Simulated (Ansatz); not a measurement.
# C (Graphite): further runs on the relaxed cell

An exercise on one series of results from a longer session: the logs are not shown, and one member is left open.

The COD entry's cell or inner coordinates are ideal or old and differ from later refinements, so a difference from it is no clean test against experiment.

Program: Ansatz 0.2.0. Level of theory: DFT HSE06, scalar-relativistic, plane waves, PAW. These are calculated values, not measurements.

## The system as given

It takes space group P6_3/mmc (No. 194, hexagonal). The conventional cell has a = 2.450 Å, b = 2.450 Å, c = 7.940 Å, α = 90.00°, β = 90.00°, γ = 120.00°. C (site symmetry -6m2) has 3 C at 1.41 Å in its first shell of neighbours.

Structure file:

```cif
data_structure
_symmetry_space_group_name_H-M 'P6_3/mmc'
_symmetry_Int_Tables_number 194
_cell_length_a 2.4498
_cell_length_b 2.4498
_cell_length_c 7.9401
_cell_angle_alpha 90.000
_cell_angle_beta 90.000
_cell_angle_gamma 120.000
_cell_volume 41.27
loop_
_atom_site_label
_atom_site_type_symbol
_atom_site_symmetry_multiplicity
_atom_site_Wyckoff_symbol
_atom_site_fract_x
_atom_site_fract_y
_atom_site_fract_z
_atom_site_occupancy
C1 C 2 b 0.00000 0.00000 0.75000 1
C2 C 2 d 0.33333 0.66667 0.75000 1
```

It is the result of an earlier relaxation at this level (volume 10.32 Å³/atom; gap on the mesh: none (metal)).

The first run:

input.yaml reads:

```yaml
crystal:
  lattice:
    - [2.4250695122, 0.0, 0.0]
    - [-1.2125347561, 2.1001718035, 0.0]
    - [0.0, 0.0, 7.8599333228]
  atoms:
    - { symbol: C, position: [0.0, 0.0, 0.75] }
    - { symbol: C, position: [0.0, 0.0, 0.25] }
    - { symbol: C, position: [0.3333333333, 0.6666666667, 0.75] }
    - { symbol: C, position: [0.6666666667, 0.3333333333, 0.25] }
basis:
  ecutwfc: 420
kpoints:
  mp_grid: { grid: [12, 12, 4] }
hamiltonian:
  xc: hse06
scf:
  occupations: { method: gaussian, width: 0.1 }
output:
  forces: true
  stress: true
  eigenvalues: true
relax:
  adjacent_minimum: "off"
  f_tol: 0.01
  max_steps: 30
  cell: { stress_tol: 0.1, fix: [volume] }
```

On the command line:

```
ansatz run input.yaml --threads 4 --pin off --max-ram 10240MiB --backend cpu --events-out ev --progress --plain --runs-dir out
```

Steps of the session up to this table: The cell scaled to 0.97 of its volume; The cell scaled to 1.03 of its volume; Volume × 0.94; The cell scaled to 1.06 of its volume.

One table of the session follows, with a row left open; its other results are not shown here.

It belongs to the step «Equation of state». 

```
volume (Å³/atom)  energy above the lowest point (meV/atom)  pressure (GPa)
           9.698                                       0.9            0.48
          10.008                                         ?               ?
          10.317                                       0.0            0.01
          10.627                                       0.0           -0.13
          10.936                                       0.1           -0.18
```

**Question.** Estimate the row for volume (Å³/atom) = 10.008.

Worked estimate for «energy above the lowest point (meV/atom)». A straight line through the neighbours (9.698, 0.9) and (10.317, 0.0) gives 0.9 + (0.0 − 0.9) × (10.008 − 9.698) / (10.317 − 9.698) = 0.4; a parabola fitted to 3 rows on both sides gives 0.3.

As computed: energy above the lowest point (meV/atom): 0.3; pressure (GPa): 0.21. In «energy above the lowest point (meV/atom)» the line misses by +0.1 and the parabola by 0.0.

To keep in mind: Layers here are held mostly by dispersion, which this level lacks, so their spacing and the stiffness across them are unreliable there. Warnings in the runs' records: filled band counts differ across k points.
